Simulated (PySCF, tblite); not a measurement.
**C₆H₅F₃NP: geometry, infrared bands and NMR shifts**

Aim: predict the infrared bands and NMR shifts of C₆H₅F₃NP (`CC#CP(CC#N)C(F)(F)F`).

Programs: tblite 0.8.0 and PySCF 2.14.0, with density-fitted response routines of our own. Each step states its level of theory. These are calculated values for one molecule in the gas phase, unless marked as measured. Atoms are numbered from 0 throughout.

### Step 1. The starting structure

16 atoms, charge 0, multiplicity 1; geometry from: force field or distance geometry start.

Bonds of the start (Å): C0–C1 1.49, C1–C2 1.21, C2–P3 1.82, P3–C4 1.82, C4–C5 1.46, C5–N6 1.15, P3–C7 1.83, C7–F8 1.40, C7–F9 1.40, C7–F10 1.36, C0–H11 1.12, C0–H12 1.08, C0–H13 1.12, C4–H14 1.11, C4–H15 1.12.

### Step 2. Relaxing the molecule with GFN2-xTB

Job settings and geometry (Å):

```
{"job": {"kind": "relax", "xc": "GFN2-xTB", "basis": "xTB"}, "charge": 0, "multiplicity": 1}
C      3.515500     0.642800     0.608700
C      2.059700     0.340000     0.600600
C      0.878900     0.090900     0.628100
P     -0.911700    -0.230100     0.654200
C     -1.772900     0.992300    -0.391400
C     -3.066400     1.265800     0.227000
N     -4.086200     1.468700     0.726100
C     -1.184000    -1.961000     0.125300
F     -2.564700    -2.092300    -0.093200
F     -0.810500    -2.792400     1.184000
F     -0.589600    -2.287700    -1.052800
H      3.701100     1.651600     1.059700
H      3.869100     0.627200    -0.411000
H      3.992800    -0.152100     1.238100
H     -1.907500     0.541200    -1.393100
H     -1.131000     1.904000    -0.454200
```

Started as:

```console
> OMP_NUM_THREADS=1 python probes_run.py task.json out
```

One launch serves the whole session: the jobs run in the order shown.

**Question.** This job is followed by: GFN2-xTB harmonic vibrations, gas phase; GIAO PBE0/pcSseg-1 NMR shielding, non-relativistic, gas phase. Predict these results of the whole session: strongest single infrared mode (GFN2-xTB); zero-point energy (GFN2-xTB); 13C shifts against TMS (PBE0/pcSseg-1); 1H shifts against TMS (PBE0/pcSseg-1, means over atoms taken as alike); 31P shifts against H3PO4 (PBE0/pcSseg-1); 15N shifts against NH3 (PBE0/pcSseg-1); 19F shifts against CFCl3 (PBE0/pcSseg-1, means over atoms taken as alike); surface potential, 1st and 99th percentile.

As calculated:

```
                                                                 quantity                                     value
                                strongest single infrared mode (GFN2-xTB)                     2407 cm⁻¹, 237 km/mol
                                             zero-point energy (GFN2-xTB)                             60.0 kcal/mol
                                   13C shifts against TMS (PBE0/pcSseg-1)  139.8, 118.8, 118.7, 75.4, 16.3, 6.0 ppm
   1H shifts against TMS (PBE0/pcSseg-1, means over atoms taken as alike)                            2.94, 2.24 ppm
                                 31P shifts against H3PO4 (PBE0/pcSseg-1)                                 -55.2 ppm
                                   15N shifts against NH3 (PBE0/pcSseg-1)                                 306.9 ppm
19F shifts against CFCl3 (PBE0/pcSseg-1, means over atoms taken as alike)                                 -70.5 ppm
                                    surface potential, 1st and 99th percentile                        -1.74 V and 1.59 V
```

What this shows: The optimisation took 108 steps and gained 1.205 eV; among the close pairs (by a distance rule), P3–C7 changed most, from 1.830 to 1.899 Å. The lowest mode is slightly imaginary (18i cm⁻¹), a soft motion within the noise of the Hessian, so the minimum is not strictly shown. The strongest single mode, at 2407 cm⁻¹, moves mainly C5 and N6. Unscaled tight-binding wavenumbers are off by several per cent, some by more. Its intensities can rank the bands wrongly. At PBE0/pcSseg-1: Shielding is most anisotropic at N6 (span 508 ppm, paramagnetic term -378 ppm). By nearest atom (PBE0/pcSseg-1), the HOMO sits on P3 34 %; C1 25 % and the LUMO on P3 31 %; C1 18 %.
